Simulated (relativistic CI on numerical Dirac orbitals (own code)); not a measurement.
# Se XIX (Se¹⁸⁺): levels and lines

The task is the spectrum of Se¹⁸⁺: levels, purity of their labels, lifetimes and lines; further runs change one setting each.

Program: relativistic CI on numerical Dirac orbitals (own code) version 4. Level of theory: Dirac-Coulomb-Breit CI, KLI orbitals optimised for each configuration, model QED (radiative potential, 1s self-energy scaled to tabulated hydrogen-like ionisation energies). These are calculated values, not measurements, unless marked.

## 1. What is computed

```
ion                       : Se¹⁸⁺ (Se XIX)
nuclear charge            : 34
electrons                 : 16
isotope                   : A = 80
first configuration typed : [Ne] 3s2 3p4
```

Outer shells as boxes (Hund's rule):

first configuration typed
```
[Ne] core
3s [↑↓]
3p [↑↓][↑ ][↑ ]
```

## 2. Base run

Settings of the run:

```ini
atom Se  Z=34  charge=18  electrons=16
nucleus A=80  rms_radius_fm=4.1400
hamiltonian dirac-coulomb  breit=on  qed=on  c_scale=1
orbitals kli  potential=per-configuration
slater_scale 1
correlation none
mixing on
configurations
  [Ne] 3s2 3p4
  [Ne] 3s 3p5
  [Ne] 3s2 3p3 3d
  [Ne] 3p6
  [Ne] 3s 3p4 3d
  [Ne] 3p5 3d
  [Ne] 3s 3p3 3d2
  [Ne] 3s2 3p2 3d 4p
  [Ne] 3s2 3p3 4s
  [Ne] 3p5 4s
  [Ne] 3s2 3p3 4p
  [Ne] 3p5 4p
  [Ne] 3s 3p3 3d 4s
  [Ne] 3s2 3p2 3d2
  [Ne] 3s2 3p 3d3
  [Ne] 3s 3p2 3d3
  [Ne] 3s2 3p 3d2 4s
  [Ne] 3s2 3p 3d2 4p
  [Ne] 3p4 3d2
  [Ne] 3p3 3d3
  [Ne] 3p3 3d2 4s
  [Ne] 3p3 3d2 4p
end
```

Command:

```bash
$ python run_levels.py task.json out
```

One command runs all members of the session, one after another, from task.json.

## 3. Without QED terms

Changes to the settings of step 2:

```diff
@@ -2,3 +2,3 @@
 nucleus A=80  rms_radius_fm=4.1400
-hamiltonian dirac-coulomb  breit=on  qed=on  c_scale=1
+hamiltonian dirac-coulomb  breit=on  qed=off  c_scale=1
 orbitals kli  potential=per-configuration
```

## 4. Without the Breit term

Changes to the settings of step 3:

```diff
@@ -2,3 +2,3 @@
 nucleus A=80  rms_radius_fm=4.1400
-hamiltonian dirac-coulomb  breit=on  qed=off  c_scale=1
+hamiltonian dirac-coulomb  breit=off  qed=on  c_scale=1
 orbitals kli  potential=per-configuration
```

(Steps that only read results are left out.)

Before running it: what results should come out? Wanted: lowest level; first excitation; lowest level of the other parity; fastest E1 line; ionisation energy.

The runs gave:

| run | time | mean size of shift, levels followed (cm⁻¹) | lowest level | ionisation energy (eV) |
| --- | --- | --- | --- | --- |
| main run | 2.5 s | 0 | 3p4 3P2 | 738.79 |
| without QED terms | 1.8 s | 468 | 3p4 3P2 | 738.78 |
| without the Breit term | 1.8 s | 1326 | 3p4 3P2 | 739.16 |

The semi-empirical ionisation energy (NIST) is 739.8 eV.

| quantity | value |
| --- | --- |
| lowest level | 3p4 3P2 |
| first excitation | 3p4 3P0, 40884 cm⁻¹ |
| lowest level of the other parity | 3s 3p5 3P°2, 486814 cm⁻¹ |
| levels in the model | 3392 |
| fastest E1 line (by rate) to the lowest level among the lowest 200 of 3392 levels | 11.26 nm, from 3p3 3d 3D°3 (iii) |
| ionisation energy | 738.79 eV |
| ionisation energy, semi-empirical (NIST) | 739.8 eV |

3p4 3P2 comes out lowest; its LS label holds 84 % and its jj label 92 %; over the low levels the means are 77 and 67 %, so LS coupling describes them better. The ionisation energy agrees with the semi-empirical value within its uncertainty of 1.1 eV. The largest mover is «without the Breit term» (1326 cm⁻¹ on average). Lifetimes count radiative decay inside the model alone.
